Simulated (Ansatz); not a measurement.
# Cd2S (P3m1) in Ansatz: a series of runs

One crystal, Cd2S, is run at these levels: PBE; tasks: single point, phonons.

All numbers are computed with Ansatz 0.2.0; they aren't measurements. Logs are shortened: lines on timing, memory, paths and dates and some standing lists are left out, and cuts for length are marked.

### Step 1. The crystal as given

Symmetry: P3m1, No. 156, trigonal system. Conventional cell: a = 3.963 Å, b = 3.963 Å, c = 5.809 Å, α = 90.00°, β = 90.00°, γ = 120.00°. Cd (site symmetry 3m) has 1 S at 2.52 Å as nearest neighbours. Cd (site symmetry 3m) is surrounded by 3 S at 2.60 Å. S (site symmetry 3m) is surrounded by 4 Cd at 2.52 to 2.60 Å.

The cell comes from a database or a generator and needn't be the stable form of this composition.

### Step 2. Single point, PBE, 24.75 Å³/atom (volume scaled by 0.94)

The input, input.yaml:

```yaml
crystal:
  lattice:
    - [3.8817765334, 0.0, 0.0]
    - [-1.9408882667, 3.3617170898, 0.0]
    - [0.0, 0.0, 5.6906037861]
  atoms:
    - { symbol: Cd, position: [0.3333333333, 0.6666666667, 0.932717] }
    - { symbol: Cd, position: [0.6666666667, 0.3333333333, 0.578735] }
    - { symbol: S, position: [0.3333333333, 0.6666666667, 0.365705] }
kpoints:
  mp_grid: { grid: [8, 8, 5] }
scf:
  occupations: { method: fermi_dirac, width: 0.05 }
hamiltonian:
  xc: pbe
  pseudopotentials: { kind: all_electron, lapw: { basis_error: 0.001 } }
output:
  forces: true
  stress: true
  eigenvalues: true
```

Potentials or basis: all-electron LAPW, scalar-relativistic.

Started as:

```bash
ansatz run input.yaml --threads 2 --pin off --max-ram 6144MiB --backend cpu --events-out ev --progress --plain --runs-dir out
```

What it wrote:

```text
Warning: RAYON_NUM_THREADS=2 ignored (pool sized by the plan → 2); use --threads N
LAPW: plane waves up to 8.276 Å⁻¹, error target 1.0e-3 eV per atom; small_component_spin mean_spin; S in spheres of 1.069 Å, 14 of its electrons in bands, Dirac shells []; Cd in spheres of 1.395 Å, 20 of its electrons in bands, Dirac shells [] (how accurate: hamiltonian.pseudopotentials.lapw.basis_error, Limitations)
Engine: ansatz 0.2.0, aarch64-unknown-linux-gnu
Pseudopotentials: kind: all_electron
Pseudopotential: Cd, LAPW, valence charge 20, lapw/all_electron/scalar/gaussian/Cd, Koelling and Harmon's equation, gaussian nucleus
Pseudopotential: S, LAPW, valence charge 14, lapw/all_electron/scalar/gaussian/S, Koelling and Harmon's equation, gaussian nucleus
Functional definition: PBE
  parameter kappa = 0.804
  parameter beta = 0.06672455060314922
  exchange = pbe_x(kappa = kappa, mu = beta*pi^2/3)
  correlation = pbe_c(beta = beta)
Crystal: 3 atoms, lattice volume = 74.259 Å³
Basis set: ecut = 260.9799402632008 eV, 723 PW (Γ), exchange–correlation at level 2
Bands: 33, of which v1, the nominal top of the filled ones, is band 27 counted from 1 (26 counted from 0)
Symmetry: 6 space group operations
Space group: P3m1 (ITA 156), of the structure as read, at distance tolerance 4.2e-5 Å
k-points: 40 of 320 (time reversal used)
Non-local potential: Cd, projectors of the file, none
Non-local potential: S, projectors of the file, none
Initial density: superposition of atomic densities (chi_scale 0.1, normalization cell, long waves kept (reshape's long-wave potential 0.17 eV rms))
Initial wavefunctions: plane waves of lowest kinetic energy (no species holds an atomic orbital)
Functional: x = pbe(κ = 0.804, μ = 0.2195149727645171), c = pbe(β = 0.06672455060314922)
iter 1 solved again at ethr=4.14e-3 eV; its pass at ethr=1.00e-1 eV (dr2=2.23e0 eV) is discarded
SCF iter   1: F=—  HF=-315334.957418 eV  |F-HF|=—  |Δ(HF+E_count)|=         —  Δρ=3.46e-2  dr2=2.24e0  ethr=4.14e-3  ⟨swp⟩=2.0  Hψ=8707  notcnv=0
preconditioner: auto → Resta (q_TF=auto, 2.587 Å⁻¹)  ε∞=5.0  [insulator: Δε(μ)=0.231 eV  Ē_g=11.849 eV  σ=0.050 eV  W_gap=0.81  n_scr=22 (ndim 8)  ℏωp=23.6 eV  f_vac=0.104  D(μ)=0.17/eV (n_scr^D=0)  ε∞_Penn≈5.0]
SCF iter   2: F=—  HF=-315334.250664 eV  |F-HF|=—  |Δ(HF+E_count)|=   7.07e-1  Δρ=1.32e-2  dr2=3.12e-1  ethr=4.14e-3  ⟨swp⟩=3.0  Hψ=3996  notcnv=0
SCF iter   3: F=—  HF=-315334.189781 eV  |F-HF|=—  |Δ(HF+E_count)|=   6.09e-2  Δρ=7.10e-3  dr2=7.76e-2  ethr=5.78e-4  ⟨swp⟩=2.4  Hψ=3855  notcnv=0
iter 4 solved again at ethr=1.04e-5 eV; its pass at ethr=1.44e-4 eV (dr2=5.62e-3 eV) is discarded
SCF iter   4: F=—  HF=-315334.178073 eV  |F-HF|=—  |Δ(HF+E_count)|=         —  Δρ=2.25e-3  dr2=5.61e-3  ethr=1.04e-5  ⟨swp⟩=2.0  Hψ=6536  notcnv=0
the basis was enlarged: its passes take 136.8 KiB over the memory plan, 2 of 2 planned eigensolver slots
SCF iter   5: F=—  HF=-315334.175913 eV  |F-HF|=—  |Δ(HF+E_count)|=   2.16e-3  Δρ=7.84e-4  dr2=5.56e-4  ethr=1.04e-5  ⟨swp⟩=2.8  Hψ=3652  notcnv=0
SCF iter   6: F=—  HF=-315334.176311 eV  |F-HF|=—  |Δ(HF+E_count)|=   3.98e-4  Δρ=2.17e-4  dr2=6.06e-5  ethr=1.03e-6  ⟨swp⟩=3.0  Hψ=3742  notcnv=0
SCF iter   7: F=—  HF=-315334.176330 eV  |F-HF|=—  |Δ(HF+E_count)|=   1.89e-5  Δρ=1.10e-4  dr2=1.45e-5  ethr=1.12e-7  ⟨swp⟩=3.0  Hψ=3713  notcnv=0
SCF iter   8: F=—  HF=-315334.176327 eV  |F-HF|=—  |Δ(HF+E_count)|=   3.54e-6  Δρ=3.59e-5  dr2=1.30e-6  ethr=2.69e-8  ⟨swp⟩=3.0  Hψ=3765  notcnv=0
SCF iter   9: F=—  HF=-315334.176329 eV  |F-HF|=—  |Δ(HF+E_count)|=   2.16e-6  Δρ=1.14e-5  dr2=1.46e-7  ethr=2.40e-9  ⟨swp⟩=3.0  Hψ=3806  notcnv=0
SCF iter  10: F=-315334.176329 eV  HF=-315334.176329 eV  |F-HF|=5.82e-10  |Δ(HF+E_count)|=   2.25e-7  Δρ=3.74e-6  dr2=2.12e-8  ethr=2.71e-10  ⟨swp⟩=3.0  Hψ=3815  notcnv=0
SCF 1 converged in 10 iterations: F = -315334.176329 eV  dr2 = 2.12e-8
SCF converged after 10 iterations
Free energy (F): -315334.176329 eV
Harris-Foulkes:  -315334.176329 eV  (|F-HF|=5.82e-10)
Internal energy: -315334.174489 eV  (E = F + TS)
E sigma→0 (E₀):  -315334.175409 eV
Entropy (-TS):   -0.001840 eV (-0.613 meV/atom)
Fermi energy:    9.973781 eV
--- Per-component energies (eV) ---
  E_band       = -2154.208834
  E_kinetic    = 329866.584242
  E_xc         = -9117.357126
  E_electrostatic = -636083.401605  (all electrons and nuclei)
  E_smearing   = -0.001840  (= −TS)
  E_closure    = 0.000000  (closes the sum)
  E_atoms      = -315327.975654  (free atoms, spherical and without spin; not in F)
  Σ components = -315334.176329   (vs F -315334.176329, Δ=0.00e0)
  Basis errors (estimates in eV, not in F): energy 4.4e-4 per atom: plane waves 4.0e-4 (2.3e-4 summed), levels above the bands 8.4e-75, relativity 6.0e-8, radial functions 3.6e-5, core shells 4.4e-7; eigenvalues (radial functions only) 1.3e-6; not estimated: angular momenta, meshes, grids; target (lapw.basis_error) 1.0e-3; muffin-tin radii S 1.069 Å, Cd 1.395 Å
--- Forces (eV/Å), atoms counted from 1 ---
  atom   1  Cd     0.00000000    -0.00000000    -0.09112350
  atom   2  Cd    -0.00000000     0.00000000     0.17098306
  atom   3  S      0.00000000    -0.00000000    -0.07990654
  max |Σ_I F_I| component: 4.70e-5 eV/Å
--- Stress (GPa, compression-positive) ---
        2.436155       0.000000       0.000000
        0.000000       2.436155       0.000000
        0.000000       0.000000       3.936770
  P = ⅓ Tr σ = 2.9364 GPa (29.364 kbar)
--- Band table (eV; the first three rows and the last of 40) ---
  k-point 0: bands = ["-195.1937", "-140.0092", "-139.9464", "-139.9464", "-92.4729", "-92.2362", "-53.5389", "-53.5389", "-53.5109", "-53.2975", "-53.2942", "-53.2942", "-3.1447", "1.3447", "1.3447", "1.4222", "1.4222", "1.5223", "1.6901", "1.7617", "1.7617", "2.1509", "2.1509", "5.2151", "5.9818", "9.1034", "9.1034", "13.2255", "15.0786", "16.7729", "16.7729", "18.4627", "18.4627"]
  k-point 1: bands = ["-195.1937", "-140.0092", "-139.9464", "-139.9464", "-92.4729", "-92.2362", "-53.5389", "-53.5389", "-53.5109", "-53.2975", "-53.2942", "-53.2942", "-3.0994", "1.3021", "1.3338", "1.3338", "1.4109", "1.4109", "1.7869", "1.7869", "1.8518", "2.1476", "2.1476", "4.3219", "7.3393", "9.1327", "9.1327", "12.7938", "14.9489", "16.6529", "16.6529", "18.1569", "18.1569"]
  k-point 2: bands = ["-195.1937", "-140.0092", "-139.9464", "-139.9464", "-92.4729", "-92.2362", "-53.5389", "-53.5389", "-53.5109", "-53.2976", "-53.2942", "-53.2942", "-3.0217", "1.0607", "1.3202", "1.3202", "1.3908", "1.3908", "1.8280", "1.8280", "1.9982", "2.1399", "2.1399", "3.7054", "9.1545", "9.1811", "9.1811", "11.6276", "14.6789", "16.4165", "16.4165", "17.9510", "17.9510"]
  k-point 39: bands = ["-195.1937", "-140.0092", "-139.9464", "-139.9464", "-92.4729", "-92.2361", "-53.5400", "-53.5396", "-53.5107", "-53.2975", "-53.2950", "-53.2948", "-2.5908", "1.1683", "1.3133", "1.4565", "1.5596", "1.6696", "1.7782", "1.8053", "1.9757", "2.0180", "2.4417", "5.7175", "6.3378", "7.2471", "9.3999", "11.1905", "11.9377", "15.1750", "15.8856", "16.6398", "18.4765"]
```

Wall time 20 s (2 threads of Arm Neoverse V2, shared host); peak memory 0.37 GiB.

What came out:

* Free energy: -315334.1763 eV
* Pressure: 2.9 GPa
* Largest force: 0.171 eV/Å
* Band gap on the k mesh: 0.21 eV, indirect (least direct gap 0.59 eV)

Caveat: an odd mesh through Γ misses points on the zone boundary, where band edges often lie.

### Step 3. Single point, PBE, 25.28 Å³/atom (volume scaled by 0.96)

Edit input.yaml of step 2 so:

```diff
@@ -2,5 +2,5 @@
   lattice:
-    - [3.8817765334, 0.0, 0.0]
-    - [-1.9408882667, 3.3617170898, 0.0]
-    - [0.0, 0.0, 5.6906037861]
+    - [3.9091138886, 0.0, 0.0]
+    - [-1.9545569443, 3.3853919338, 0.0]
+    - [0.0, 0.0, 5.730679781]
   atoms:
```

Potentials or basis: all-electron LAPW, scalar-relativistic.

Started as:

```bash
ansatz run input.yaml --threads 2 --pin off --max-ram 6144MiB --backend cpu --events-out ev --progress --plain --runs-dir out
```

Wall time 18 s (2 threads of Arm Neoverse V2, shared host); peak memory 0.37 GiB.

The run converged. Its results:

| Item | Value |
| --- | --- |
| Free energy | -315334.1996 eV |
| Pressure | 1.8 GPa |
| Largest force | 0.084 eV/Å |
| Band gap on the k mesh | 0.21 eV, indirect (least direct gap 0.58 eV) |

Caveat: an odd mesh through Γ misses points on the zone boundary, where band edges often lie.

### Step 4. Single point, PBE, 25.81 Å³/atom (volume scaled by 0.98)

Edit input.yaml of step 3 so:

```diff
@@ -2,5 +2,5 @@
   lattice:
-    - [3.9091138886, 0.0, 0.0]
-    - [-1.9545569443, 3.3853919338, 0.0]
-    - [0.0, 0.0, 5.730679781]
+    - [3.9360741467, 0.0, 0.0]
+    - [-1.9680370733, 3.4087402022, 0.0]
+    - [0.0, 0.0, 5.7702029595]
   atoms:
```

Started as:

```bash
ansatz run input.yaml --threads 2 --pin off --max-ram 6144MiB --backend cpu --events-out ev --progress --plain --runs-dir out
```

Wall time 21 s (2 threads of Arm Neoverse V2, shared host); peak memory 0.37 GiB.

It converged, with:

- Free energy: -315334.2122 eV
- Pressure: 0.8 GPa
- Largest force: 0.003 eV/Å
- Band gap on the k mesh: 0.22 eV, indirect (least direct gap 0.57 eV)

Caveat: an odd mesh through Γ misses points on the zone boundary, where band edges often lie.

### Step 5. Single point, PBE, 26.33 Å³/atom

Edit input.yaml of step 4 so:

```diff
@@ -2,5 +2,5 @@
   lattice:
-    - [3.9360741467, 0.0, 0.0]
-    - [-1.9680370733, 3.4087402022, 0.0]
-    - [0.0, 0.0, 5.7702029595]
+    - [3.962670049, 0.0, 0.0]
+    - [-1.9813350245, 3.4317729293, 0.0]
+    - [0.0, 0.0, 5.809192]
   atoms:
```

Started as:

```bash
ansatz run input.yaml --threads 2 --pin off --max-ram 6144MiB --backend cpu --events-out ev --progress --plain --runs-dir out
```

Wall time 21 s (2 threads of Arm Neoverse V2, shared host); peak memory 0.37 GiB.

It converged, with:

* Free energy: -315334.2155 eV
* Pressure: -0.1 GPa
* Largest force: 0.072 eV/Å
* Band gap on the k mesh: 0.24 eV, indirect (least direct gap 0.57 eV)

Caveat: an odd mesh through Γ misses points on the zone boundary, where band edges often lie.

### Step 6. Single point, PBE, 26.86 Å³/atom (volume scaled by 1.02)

Edit input.yaml of step 5 so:

```diff
@@ -2,5 +2,5 @@
   lattice:
-    - [3.962670049, 0.0, 0.0]
-    - [-1.9813350245, 3.4317729293, 0.0]
-    - [0.0, 0.0, 5.809192]
+    - [3.9889136618, 0.0, 0.0]
+    - [-1.9944568309, 3.4545005647, 0.0]
+    - [0.0, 0.0, 5.8476645914]
   atoms:
```

Potentials or basis: all-electron LAPW, scalar-relativistic.

Started as:

```bash
ansatz run input.yaml --threads 2 --pin off --max-ram 6144MiB --backend cpu --events-out ev --progress --plain --runs-dir out
```

Wall time 20 s (2 threads of Arm Neoverse V2, shared host); peak memory 0.37 GiB.

The run converged. Its results:

```
Free energy            : -315334.2105 eV
Pressure               : -0.9 GPa
Largest force          : 0.143 eV/Å
Band gap on the k mesh : 0.25 eV, indirect (least direct gap 0.57 eV)
```

Caveat: an odd mesh through Γ misses points on the zone boundary, where band edges often lie.

### Step 7. Single point, PBE, 27.39 Å³/atom (volume scaled by 1.04)

Edit input.yaml of step 6 so:

```diff
@@ -2,5 +2,5 @@
   lattice:
-    - [3.9889136618, 0.0, 0.0]
-    - [-1.9944568309, 3.4545005647, 0.0]
-    - [0.0, 0.0, 5.8476645914]
+    - [4.0148164244, 0.0, 0.0]
+    - [-2.0074082122, 3.4769330151, 0.0]
+    - [0.0, 0.0, 5.8856375034]
   atoms:
```

Started as:

```bash
ansatz run input.yaml --threads 2 --pin off --max-ram 6144MiB --backend cpu --events-out ev --progress --plain --runs-dir out
```

Wall time 20 s (2 threads of Arm Neoverse V2, shared host); peak memory 0.37 GiB.

It converged, with:

* Free energy: -315334.1980 eV
* Pressure: -1.6 GPa
* Largest force: 0.209 eV/Å
* Band gap on the k mesh: 0.27 eV, indirect (least direct gap 0.57 eV)

Caveat: an odd mesh through Γ misses points on the zone boundary, where band edges often lie.

### Step 8. Single point, PBE, 27.91 Å³/atom (volume scaled by 1.06)

Edit input.yaml of step 7 so:

```diff
@@ -2,5 +2,5 @@
   lattice:
-    - [4.0148164244, 0.0, 0.0]
-    - [-2.0074082122, 3.4769330151, 0.0]
-    - [0.0, 0.0, 5.8856375034]
+    - [4.040389193, 0.0, 0.0]
+    - [-2.0201945965, 3.4990796824, 0.0]
+    - [0.0, 0.0, 5.9231266511]
   atoms:
```

Started as:

```bash
ansatz run input.yaml --threads 2 --pin off --max-ram 6144MiB --backend cpu --events-out ev --progress --plain --runs-dir out
```

Run time: 20 s. Hardware: 2 threads of Arm Neoverse V2, shared host; peak memory 0.37 GiB.

It converged, with:

```yaml
Free_energy: -315334.1789 eV
Pressure: -2.2 GPa
Largest_force: 0.270 eV/Å
Band_gap_on_the_k_mesh: 0.29 eV, indirect (least direct gap 0.57 eV)
```

Caveat: an odd mesh through Γ misses points on the zone boundary, where band edges often lie.

(Continued in part 2 of 2.)
